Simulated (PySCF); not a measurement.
# Si2AsH7 (SMILES [SiH3][SiH2][AsH2]): levels of theory compared

Aim: a comparison of 6 runs (HF/3-21G, HF/def2-SVP, HF/pcseg-2, B3LYP/6-31G*, PBE/cc-pVDZ, MP2/6-31G**) of Si2AsH7. 

Program for the calculation: PySCF 2.14.0.

## Step 1: The structure to begin with

Si2AsH7: 10 atoms, total charge 0, spin state singlet. SMILES: `[SiH3][SiH2][AsH2]`. The shape comes from GFN2-xTB, which is rough for such elements, and wasn't checked as a minimum. This is one conformer, not always the lowest.

Bond lengths: Si1–Si2 2.324 Å, Si2–As3 2.339 Å, Si1–H4 1.463 Å, Si1–H5 1.468 Å, Si1–H6 1.468 Å, Si2–H7 1.476 Å, Si2–H8 1.476 Å, As3–H9 1.502 Å, As3–H10 1.502 Å. Some angles: Si1–Si2–As3 115.2°, Si1–Si2–H7 111.4°, Si1–Si2–H8 111.2°, As3–Si2–H7 107.3°, As3–Si2–H8 107.0°, Si2–Si1–H4 114.2°, Si2–Si1–H5 111.3°, Si2–Si1–H6 111.2°, Si2–As3–H9 91.9°, Si2–As3–H10 92.2°.

## Step 2: Energy and forces at HF/3-21G (run 1)

Contents of geometry.xyz:

```xyz
10
AsH7Si2
Si    -1.163180     0.804490    -0.666670
Si     0.080120    -1.057390    -0.043120
As     1.996780    -0.599000     1.216350
H     -2.358770     0.492670    -1.450680
H     -0.362250     1.736570    -1.470060
H     -1.614460     1.558870     0.509210
H     -0.734940    -2.013710     0.730980
H      0.513630    -1.830590    -1.223320
H      1.252670     0.374160     2.085850
H      2.390390     0.533930     0.311470
```

Contents of input.py:

```python
from pyscf import gto, scf

system = gto.Mole()
system.atom = 'geometry.xyz'
system.max_memory = 1860
system.verbose = 3
system.basis = '3-21g'
system.charge = 0
system.build()

mf = scf.RHF(system)
mf.conv_tol = 1e-10
mf.kernel()
if not mf.converged:
    mf = mf.newton().run(mf.mo_coeff, mf.mo_occ)

etot = mf.e_tot
print('Final energy', etot)
grad = mf.nuc_grad_method().kernel()
mf.analyze()
```

The run is started by

```sh
OMP_NUM_THREADS=1 python input.py
```

Log:

```text
converged SCF energy = -2802.24231868909
[... 16 lines left out ...]
MO #7   energy= -49.7080325487353  occ= 2
[... 10 lines left out ...]
MO #18  energy= -4.19905221212179  occ= 2
[... 10 lines left out ...]
MO #29  energy= -0.493375301896484 occ= 2
[... 10 lines left out ...]
MO #40  energy= 0.228330301314759  occ= 0
[... 10 lines left out ...]
MO #51  energy= 0.583624880437599  occ= 0
[... 10 lines left out ...]
MO #62  energy= 1.40014532177674   occ= 0
[... 11 lines left out ...]
Dipole moment(X, Y, Z, Debye): -0.36686,  0.40350, -0.19572
```

Wall time 6.9 s (1 thread of Intel Xeon at 2.50GHz (Skylake/Cascade Lake), shared host); peak memory 0.13 GiB.

## Step 3: Energy and forces at HF/def2-SVP (run 2)

Contents of calc.py:

```python
from pyscf import gto, scf

molecule = gto.M(
    atom='''
Si    -1.163180     0.804490    -0.666670
Si     0.080120    -1.057390    -0.043120
As     1.996780    -0.599000     1.216350
H     -2.358770     0.492670    -1.450680
H     -0.362250     1.736570    -1.470060
H     -1.614460     1.558870     0.509210
H     -0.734940    -2.013710     0.730980
H      0.513630    -1.830590    -1.223320
H      1.252670     0.374160     2.085850
H      2.390390     0.533930     0.311470
''',
    charge=0,
    max_memory=1860,
    verbose=4,
    spin=0,
    basis='def2-svp',
)

calc0 = scf.RHF(molecule)
calc0.conv_tol = 1e-10
calc0.kernel()
if not calc0.converged:
    calc0 = calc0.newton().run(calc0.mo_coeff, calc0.mo_occ)

etot = calc0.e_tot
print('E(%s) = %.9f' % ('HF', etot))
grad = calc0.nuc_grad_method().kernel()
dip = calc0.dip_moment()
pop, q = calc0.mulliken_pop()
```

The run is started by

```sh
OMP_NUM_THREADS=1 python calc.py
```

Log:

```text
PySCF version 2.14.0

[... 64 lines left out ...]
converged SCF energy = -2815.66924931381
[... 12 lines left out ...]
Dipole moment(X, Y, Z, Debye): -0.28571,  0.27444, -0.15575
[... 114 lines left out ...]
charge of    9H =     -0.03838
```

Run time: 27 s. Hardware: 1 thread of Intel Xeon at 2.50GHz (Skylake/Cascade Lake), shared host; peak memory 0.23 GiB.

## Step 4: Energy and forces at HF/pcseg-2 (run 3)

Contents of run.py:

```python
import pyscf.grad
from pyscf import gto, scf

molecule = gto.M(
    atom='''
Si      -1.163180       0.804490      -0.666670
Si       0.080120      -1.057390      -0.043120
As       1.996780      -0.599000       1.216350
H       -2.358770       0.492670      -1.450680
H       -0.362250       1.736570      -1.470060
H       -1.614460       1.558870       0.509210
H       -0.734940      -2.013710       0.730980
H        0.513630      -1.830590      -1.223320
H        1.252670       0.374160       2.085850
H        2.390390       0.533930       0.311470
''',
    max_memory=1860,
    spin=0,
    verbose=4,
    basis='pcseg-2',
)

mf = scf.RHF(molecule)
mf.conv_tol = 1e-10
mf.kernel()
if not mf.converged:
    mf = mf.newton().run(mf.mo_coeff, mf.mo_occ)

etot = mf.e_tot
print('E(%s) = %.9f' % ('HF', etot))
grad = mf.Gradients().kernel()
dip = mf.dip_moment()
pop, q = mf.mulliken_pop()
```

The run is started by

```sh
OMP_NUM_THREADS=1 python run.py
```

Log:

```text
PySCF version 2.14.0

[... 66 lines left out ...]
converged SCF energy = -2816.16596457881
[... 12 lines left out ...]
Dipole moment(X, Y, Z, Debye): -0.30268,  0.21852, -0.17168
[... 220 lines left out ...]
charge of    9H =     -0.02997
```

It took 13 min on 1 thread of Intel Xeon at 2.50GHz (Skylake/Cascade Lake), shared host; peak memory 0.14 GiB.

Runs 4 to 5 aren't shown in full; the table further down has their settings and results.

## Step 5: Energy and gradient at MP2/6-31G(d,p) (spherical functions) (run 6)

Contents of run.py:

```python
from pyscf import gto, scf, mp

molecule = gto.Mole()
molecule.atom = '''
Si      -1.163180       0.804490      -0.666670
Si       0.080120      -1.057390      -0.043120
As       1.996780      -0.599000       1.216350
H       -2.358770       0.492670      -1.450680
H       -0.362250       1.736570      -1.470060
H       -1.614460       1.558870       0.509210
H       -0.734940      -2.013710       0.730980
H        0.513630      -1.830590      -1.223320
H        1.252670       0.374160       2.085850
H        2.390390       0.533930       0.311470
'''
molecule.verbose = 4
molecule.max_memory = 1860
molecule.basis = '6-31g**'
molecule.build()

mf = scf.RHF(molecule)
mf.conv_tol = 1e-10
mf.kernel()
if not mf.converged:
    mf = mf.newton().run(mf.mo_coeff, mf.mo_occ)

pt = mp.MP2(mf, frozen=19).run()
e_final = pt.e_tot
print('E(%s) = %.9f' % ('MP2', e_final))
grad = pt.nuc_grad_method().kernel()
mf.analyze()
```

The run is started by

```sh
OMP_NUM_THREADS=1 python run.py
```

Log:

```text
PySCF version 2.14.0

[... 100 lines left out ...]
MO #8   energy= -8.03608673466229  occ= 2
[... 18 lines left out ...]
MO #27  energy= -0.667157358075644 occ= 2
[... 18 lines left out ...]
MO #46  energy= 0.356534346520784  occ= 0
[... 18 lines left out ...]
MO #65  energy= 0.886116909088245  occ= 0
[... 18 lines left out ...]
MO #84  energy= 2.41849702060321   occ= 0
[... 18 lines left out ...]
MO #103 energy= 4.50227088875458   occ= 0
[... 116 lines left out ...]
Dipole moment(X, Y, Z, Debye): -0.40997,  0.33185, -0.22935
```

It took 87 s on 1 thread of Intel Xeon at 2.50GHz (Skylake/Cascade Lake), shared host; peak memory 1.2 GiB.

## Step 6: All runs side by side

| run | level | integration grid | frozen core orbitals | energy (Eh) | dipole moment (D) of the reference | HOMO energy (eV) | LUMO energy (eV) | wall time |
| --- | --- | --- | --- | --- | --- | --- | --- | --- |
| 1 | HF/3-21G | – | – | -2802.242319 | 0.58 | -9.61 | 2.88 | 6.9 s |
| 2 | HF/def2-SVP | – | – | -2815.669249 | 0.43 | -9.75 | 3.15 | 27 s |
| 3 | HF/pcseg-2 | – | – | -2816.165965 | 0.41 | -9.72 | 2.53 | 13 min |
| 4 | B3LYP/6-31G* (spherical functions) | 5 | – | -2818.815280 | 0.40 | -7.14 | -0.34 | 80 s |
| 5 | PBE/cc-pVDZ | 5 | – | -2818.367251 | 0.27 | -6.35 | -0.90 | 83 s |
| 6 | MP2/6-31G** (spherical functions) | – | 19 | -2816.265733 | 0.58 | -9.66 | 2.88 | 87 s |

## Step 7: What came out

| quantity | value |
| --- | --- |
| run 6: total energy | -2816.26573 Eh |
| run 6: dipole moment (Hartree–Fock density) | 0.58 D |
| run 6: HOMO energy (Hartree–Fock orbitals) | -9.66 eV |
| run 6: LUMO energy (Hartree–Fock orbitals) | 2.88 eV |
| run 6: HOMO–LUMO gap (Hartree–Fock orbitals) | 12.54 eV |
| run 6: correlation energy (19 core orbitals frozen) | -459.0 mEh |
| run 6: largest force on an atom | 0.603 eV/Å |

Over runs 1, 2, 3, 4, 5 the dipole moment (its size) runs from 0.27 D (PBE/cc-pVDZ) to 0.58 D (HF/3-21G). The two ends differ in method and basis. Over runs 1, 2, 3, 4, 5 the HOMO–LUMO gap runs from 5.45 eV (PBE/cc-pVDZ) to 12.90 eV (HF/def2-SVP). Totals of different functionals can't be ranked against each other. All runs together took 18 min, the longest 13 min.
